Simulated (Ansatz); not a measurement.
**CH5AlBP: how energies converge with the basis set**

The task here is to estimate one member of a computed series from the others.

Method: one geometry, several basis sets; program: Ansatz 0.2.0, Gaussian basis.

Levels to be run: PBE0-D4/def2-SVP; ωB97M-V/def2-SVP; PBE0-D4/def2-QZVPP; ωB97M-V/def2-QZVPP; the functionals' def2-TZVPP values are taken from earlier runs.

### The geometry

An earlier PBE0-D4 in a triple-zeta def2 set relaxation fixed the geometry.

SMILES `[PH2][Al]1[BH][CH2]1`, 9 atoms, charge 0, spin multiplicity 1.

Atoms are counted from 1 here; the program's logs count them from 0.

Bond lengths: P1–Al2 2.336 Å, P1–H5 1.423 Å, P1–H6 1.425 Å, Al2–B3 1.961 Å, Al2–C4 2.133 Å, B3–C4 1.461 Å, B3–H7 1.184 Å, C4–H8 1.113 Å, C4–H9 1.091 Å. Angles: Al2–P1–H5 90.9°, Al2–P1–H6 90.2°, H5–P1–H6 93.1°, P1–Al2–B3 159.0°, P1–Al2–C4 117.5°, B3–Al2–C4 41.5°, Al2–B3–C4 75.5°, Al2–B3–H7 151.2°, C4–B3–H7 132.8°, Al2–C4–B3 62.9°, Al2–C4–H8 66.8°, Al2–C4–H9 170.7°, B3–C4–H8 129.3°, B3–C4–H9 125.1°, H8–C4–H9 105.6°.

Set-up of the first run:

Input file in.yaml:

```yaml
crystal:
  periodic: [false, false, false]
  atoms:
    - {symbol: P, position_ang: [-0.803733, 2.145315, -0.895395]}
    - {symbol: Al, position_ang: [0.516119, 0.248895, -0.553564]}
    - {symbol: B, position_ang: [1.220662, -1.357477, 0.324125]}
    - {symbol: C, position_ang: [0.110396, -0.934141, 1.173879]}
    - {symbol: H, position_ang: [-0.254294, 2.321771, -2.196164]}
    - {symbol: H, position_ang: [-1.866517, 1.325133, -1.371956]}
    - {symbol: H, position_ang: [1.925373, -2.308956, 0.335225]}
    - {symbol: H, position_ang: [-0.494641, -0.000462, 1.129967]}
    - {symbol: H, position_ang: [-0.264966, -1.486481, 2.036684]}
basis:
  gaussian: {orbitals: def2-SVP}
hamiltonian: {xc: pbe0, dispersion: d4}
output: {orbitals: {seedname: orbitals}}
```

Run with:

```console
$ ansatz run in.yaml --threads 2 --pin off --events-out ev --progress --plain --max-ram 4352MiB
```

Steps of the session up to this table: PBE0-D4 in def2-SVP; ωB97M-V in def2-SVP; PBE0-D4 in def2-QZVPP; ωB97M-V in def2-QZVPP.

One of the session's tables, all rows but one given; the rest of the session is left out.

It belongs to the step «Density functionals: the series». 

| functional | basis | HOMO (eV) |
| --- | --- | --- |
| PBE0-D4 | def2-SVP | -6.58 |
| PBE0-D4 | def2-TZVPP | -6.59 |
| PBE0-D4 | def2-QZVPP | -6.60 |
| ωB97M-V | def2-SVP | -8.49 |
| ωB97M-V | def2-TZVPP | ? |
| ωB97M-V | def2-QZVPP | -8.53 |

**Question.** Estimate the row for ωB97M-V, def2-TZVPP.

As computed: HOMO (eV): -8.52. In the column «HOMO (eV)» it lies between ωB97M-V, def2-QZVPP (-8.53) and ωB97M-V, def2-SVP (-8.49).
